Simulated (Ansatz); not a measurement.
# B27SbP26: the cost of one run

Computed with Ansatz 0.2.0 (DFT, PBE, plane-wave PAW, default files, scalar-relativistic, as far as a step names no other, unless a step's input says otherwise).

## 1. Starting point

It takes space group F-43m (No. 216, cubic). Conventional cell: a = 13.596 Å, b = 13.596 Å, c = 13.596 Å, α = 90.00°, β = 90.00°, γ = 90.00°. Around B (site symmetry -43m) lie 4 P at 1.96 Å. Around B (site symmetry m) lie 4 P at 1.96 Å. B (site symmetry 3m) is surrounded by 3 P at 1.96 Å and 1 Sb at 1.96 Å. Around B (site symmetry 3m) lie 4 P at 1.96 Å. B (site symmetry 2mm) has 4 P at 1.96 Å as nearest neighbours. Sb (site symmetry -43m) is surrounded by 4 B at 1.96 Å. P (site symmetry m) has 4 B at 1.96 Å as nearest neighbours. P (site symmetry 3m) has 4 B at 1.96 Å as nearest neighbours. Only part of the 10 independent sites is listed.

Coordinates:

```
CELL_PARAMETERS angstrom
0.00000 6.79822 6.79822
6.79822 0.00000 6.79822
6.79822 6.79822 0.00000
ATOMIC_POSITIONS crystal
B 0.00000 0.00000 0.00000
B 0.00000 0.00000 0.33333
B 0.00000 0.00000 0.66667
B 0.00000 0.33333 0.00000
B 0.00000 0.33333 0.33333
B 0.00000 0.33333 0.66667
B 0.00000 0.66667 0.00000
B 0.00000 0.66667 0.33333
B 0.00000 0.66667 0.66667
B 0.33333 0.00000 0.00000
B 0.33333 0.00000 0.33333
B 0.33333 0.00000 0.66667
B 0.33333 0.33333 0.00000
B 0.33333 0.33333 0.33333
B 0.33333 0.33333 0.66667
B 0.33333 0.66667 0.00000
B 0.33333 0.66667 0.33333
B 0.33333 0.66667 0.66667
B 0.66667 0.00000 0.00000
B 0.66667 0.00000 0.33333
B 0.66667 0.00000 0.66667
B 0.66667 0.33333 0.00000
B 0.66667 0.33333 0.33333
B 0.66667 0.33333 0.66667
B 0.66667 0.66667 0.00000
B 0.66667 0.66667 0.33333
B 0.66667 0.66667 0.66667
Sb 0.25000 0.25000 0.25000
P 0.25000 0.25000 0.58333
P 0.25000 0.25000 0.91667
P 0.25000 0.58333 0.25000
P 0.25000 0.58333 0.58333
P 0.25000 0.58333 0.91667
P 0.25000 0.91667 0.25000
P 0.25000 0.91667 0.58333
P 0.25000 0.91667 0.91667
P 0.58333 0.25000 0.25000
P 0.58333 0.25000 0.58333
P 0.58333 0.25000 0.91667
P 0.58333 0.58333 0.25000
P 0.58333 0.58333 0.58333
P 0.58333 0.58333 0.91667
P 0.58333 0.91667 0.25000
P 0.58333 0.91667 0.58333
P 0.58333 0.91667 0.91667
P 0.91667 0.25000 0.25000
P 0.91667 0.25000 0.58333
P 0.91667 0.25000 0.91667
P 0.91667 0.58333 0.25000
P 0.91667 0.58333 0.58333
P 0.91667 0.58333 0.91667
P 0.91667 0.91667 0.25000
P 0.91667 0.91667 0.58333
P 0.91667 0.91667 0.91667
```

Atom 28 of the input is the impurity.

## 2. Single point at the given positions

File input.yaml:

```yaml
crystal:
  lattice:
    - [0.0, 6.7982171535, 6.7982171535]
    - [6.7982171535, 0.0, 6.7982171535]
    - [6.7982171535, 6.7982171535, 0.0]
  atoms:
    - { symbol: B, position: [0.0, 0.0, 0.0] }
    - { symbol: B, position: [0.0, 0.0, 0.3333333333] }
    - { symbol: B, position: [0.0, 0.0, 0.6666666667] }
    - { symbol: B, position: [0.0, 0.3333333333, 0.0] }
    - { symbol: B, position: [0.0, 0.3333333333, 0.3333333333] }
    - { symbol: B, position: [0.0, 0.3333333333, 0.6666666667] }
    - { symbol: B, position: [0.0, 0.6666666667, 0.0] }
    - { symbol: B, position: [0.0, 0.6666666667, 0.3333333333] }
    - { symbol: B, position: [0.0, 0.6666666667, 0.6666666667] }
    - { symbol: B, position: [0.3333333333, 0.0, 0.0] }
    - { symbol: B, position: [0.3333333333, 0.0, 0.3333333333] }
    - { symbol: B, position: [0.3333333333, 0.0, 0.6666666667] }
    - { symbol: B, position: [0.3333333333, 0.3333333333, 0.0] }
    - { symbol: B, position: [0.3333333333, 0.3333333333, 0.3333333333] }
    - { symbol: B, position: [0.3333333333, 0.3333333333, 0.6666666667] }
    - { symbol: B, position: [0.3333333333, 0.6666666667, 0.0] }
    - { symbol: B, position: [0.3333333333, 0.6666666667, 0.3333333333] }
    - { symbol: B, position: [0.3333333333, 0.6666666667, 0.6666666667] }
    - { symbol: B, position: [0.6666666667, 0.0, 0.0] }
    - { symbol: B, position: [0.6666666667, 0.0, 0.3333333333] }
    - { symbol: B, position: [0.6666666667, 0.0, 0.6666666667] }
    - { symbol: B, position: [0.6666666667, 0.3333333333, 0.0] }
    - { symbol: B, position: [0.6666666667, 0.3333333333, 0.3333333333] }
    - { symbol: B, position: [0.6666666667, 0.3333333333, 0.6666666667] }
    - { symbol: B, position: [0.6666666667, 0.6666666667, 0.0] }
    - { symbol: B, position: [0.6666666667, 0.6666666667, 0.3333333333] }
    - { symbol: B, position: [0.6666666667, 0.6666666667, 0.6666666667] }
    - { symbol: Sb, position: [0.25, 0.25, 0.25] }
    - { symbol: P, position: [0.25, 0.25, 0.5833333333] }
    - { symbol: P, position: [0.25, 0.25, 0.9166666667] }
    - { symbol: P, position: [0.25, 0.5833333333, 0.25] }
    - { symbol: P, position: [0.25, 0.5833333333, 0.5833333333] }
    - { symbol: P, position: [0.25, 0.5833333333, 0.9166666667] }
    - { symbol: P, position: [0.25, 0.9166666667, 0.25] }
    - { symbol: P, position: [0.25, 0.9166666667, 0.5833333333] }
    - { symbol: P, position: [0.25, 0.9166666667, 0.9166666667] }
    - { symbol: P, position: [0.5833333333, 0.25, 0.25] }
    - { symbol: P, position: [0.5833333333, 0.25, 0.5833333333] }
    - { symbol: P, position: [0.5833333333, 0.25, 0.9166666667] }
    - { symbol: P, position: [0.5833333333, 0.5833333333, 0.25] }
    - { symbol: P, position: [0.5833333333, 0.5833333333, 0.5833333333] }
    - { symbol: P, position: [0.5833333333, 0.5833333333, 0.9166666667] }
    - { symbol: P, position: [0.5833333333, 0.9166666667, 0.25] }
    - { symbol: P, position: [0.5833333333, 0.9166666667, 0.5833333333] }
    - { symbol: P, position: [0.5833333333, 0.9166666667, 0.9166666667] }
    - { symbol: P, position: [0.9166666667, 0.25, 0.25] }
    - { symbol: P, position: [0.9166666667, 0.25, 0.5833333333] }
    - { symbol: P, position: [0.9166666667, 0.25, 0.9166666667] }
    - { symbol: P, position: [0.9166666667, 0.5833333333, 0.25] }
    - { symbol: P, position: [0.9166666667, 0.5833333333, 0.5833333333] }
    - { symbol: P, position: [0.9166666667, 0.5833333333, 0.9166666667] }
    - { symbol: P, position: [0.9166666667, 0.9166666667, 0.25] }
    - { symbol: P, position: [0.9166666667, 0.9166666667, 0.5833333333] }
    - { symbol: P, position: [0.9166666667, 0.9166666667, 0.9166666667] }
kpoints:
  mp_grid: { grid: [3, 3, 3] }
scf:
  occupations: { method: fermi_dirac, width: 0.01 }
hamiltonian:
  xc: pbe
  pseudopotentials: { kind: paw }
output:
  forces: true
  stress: true
  populations: true
  efg:
    quadrupole_moments_barn: { B: 0.04059, Sb: -0.543 }
    contact_densities: true
```

The run is started by

```console
$ ansatz run input.yaml --threads 1 --pin off --max-ram 3072MiB --backend cpu --events-out ev --progress --plain --runs-dir out
```

**Question.** How long does this run take on 1 thread of Arm Neoverse V1, shared host, and how much memory does it need?

About 86 s, with a peak of 1.2 GiB.
